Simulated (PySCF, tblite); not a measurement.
# C6H16N2P−: geometry, infrared bands and NMR shifts

Wanted: the infrared bands and NMR shifts of C6H16N2P− (`CCN(C)[P-]CN(C)C`), by calculation.

The runs use tblite 0.8.0 and PySCF 2.14.0, with density-fitted response routines of our own; the level of theory stands in each step. All values are computed, except where a source is named. Atoms count from 0, in the outputs and in this text.

### Step 1. Starting geometry

25 atoms, charge -1, multiplicity 1; geometry from: force field or distance geometry start.

Bonds of the start (Å): C0–C1 1.49, C1–N2 1.45, N2–C3 1.43, N2–P4 1.73, P4–C5 1.82, C5–N6 1.44, N6–C7 1.44, N6–C8 1.43, C0–H9 1.09, C0–H10 1.12, C0–H11 1.10, C1–H12 1.10, C1–H13 1.13, C3–H14 1.10, C3–H15 1.13, C3–H16 1.10, C5–H17 1.13, C5–H18 1.11, C7–H19 1.09, C7–H20 1.10, C7–H21 1.13, C8–H22 1.12, C8–H23 1.10, C8–H24 1.11.

### Step 2. Optimising the geometry with GFN2-xTB

Job settings and geometry (Å):

```
{"job": {"kind": "relax", "xc": "GFN2-xTB", "basis": "xTB"}, "charge": -1, "multiplicity": 1}
C     -2.981800     1.275400     0.416100
C     -2.764600    -0.194100     0.511800
N     -1.480100    -0.645100     0.020600
C     -1.307200    -2.063400     0.127800
P     -0.138900     0.265400     0.636800
C      0.950500     0.594000    -0.781000
N      2.347500     0.461600    -0.474600
C      2.740000    -0.840800    -0.010900
C      2.915400     1.538200     0.277000
H     -2.211900     1.891800     0.891300
H     -3.954400     1.464300     0.942400
H     -3.166900     1.504100    -0.641900
H     -3.555200    -0.711500    -0.052900
H     -2.929500    -0.497600     1.589000
H     -0.973900    -2.407900    -0.857200
H     -0.470200    -2.233600     0.862200
H     -2.179000    -2.610200     0.516500
H      0.717500    -0.189200    -1.555800
H      0.681100     1.570200    -1.232700
H      3.021800    -0.896300     1.044300
H      3.583600    -1.172000    -0.634000
H      1.877500    -1.534000    -0.225200
H      2.223500     2.405300     0.401600
H      3.213400     1.167500     1.269500
H      3.830800     1.882000    -0.252700
```

The run is started by

```console
$ OMP_NUM_THREADS=1 python probes_run.py task.json out
```

One launch serves the whole session: the jobs run in the order shown.

**Question.** This job is followed by: GFN2-xTB harmonic vibrations, gas phase; GIAO PBE0/pcSseg-1 NMR shielding, non-relativistic, gas phase. Predict these results of the whole session: strongest single infrared mode (GFN2-xTB); zero-point energy (GFN2-xTB); 13C shifts against TMS (PBE0/pcSseg-1, means over atoms taken as alike); 1H shifts against TMS (PBE0/pcSseg-1, means over atoms taken as alike); 15N shifts against NH3 (PBE0/pcSseg-1); 31P shifts against H3PO4 (PBE0/pcSseg-1).

As calculated:

```
                                                               quantity                             value
                              strongest single infrared mode (GFN2-xTB)             2837 cm⁻¹, 292 km/mol
                                           zero-point energy (GFN2-xTB)                    135.0 kcal/mol
13C shifts against TMS (PBE0/pcSseg-1, means over atoms taken as alike)  78.9, 57.7, 56.2, 42.7, 19.3 ppm
 1H shifts against TMS (PBE0/pcSseg-1, means over atoms taken as alike)  3.97, 2.89, 2.02, 1.96, 1.57 ppm
                                 15N shifts against NH3 (PBE0/pcSseg-1)                    56.9, 31.8 ppm
                               31P shifts against H3PO4 (PBE0/pcSseg-1)                          22.2 ppm
```

Over 245 steps the energy fell by 1.032 eV; of the close pairs, P4–C5 changed most, 1.818 to 1.887 Å. No mode is imaginary among the 69: a minimum at this level. The strongest single mode, at 2837 cm⁻¹, moves mainly H14. GFN2-xTB is a fitted tight-binding method: band positions and strengths are rough. Its intensities can rank the bands wrongly. The most deshielded carbon is C5 (sp3 CH2 bonded to N and P), at 78.9 ppm: pulled downfield by the heteroatom. H17, H18 (mean) (hydrogen on an sp3 CH2 bonded to N and P) lies farthest downfield among hydrogen, at 3.97 ppm; its carbon carries N, an electronegative neighbour. At PBE0/pcSseg-1: The widest tensor belongs to P4: span 590 ppm, with a paramagnetic part of -674 ppm. At PBE0/pcSseg-1 the HOMO lies above zero (+0.81 eV), as often for anions in the gas phase: self-interaction error lifts it, or the electron is held by the finite basis alone; counter-ions and solvent are missing.
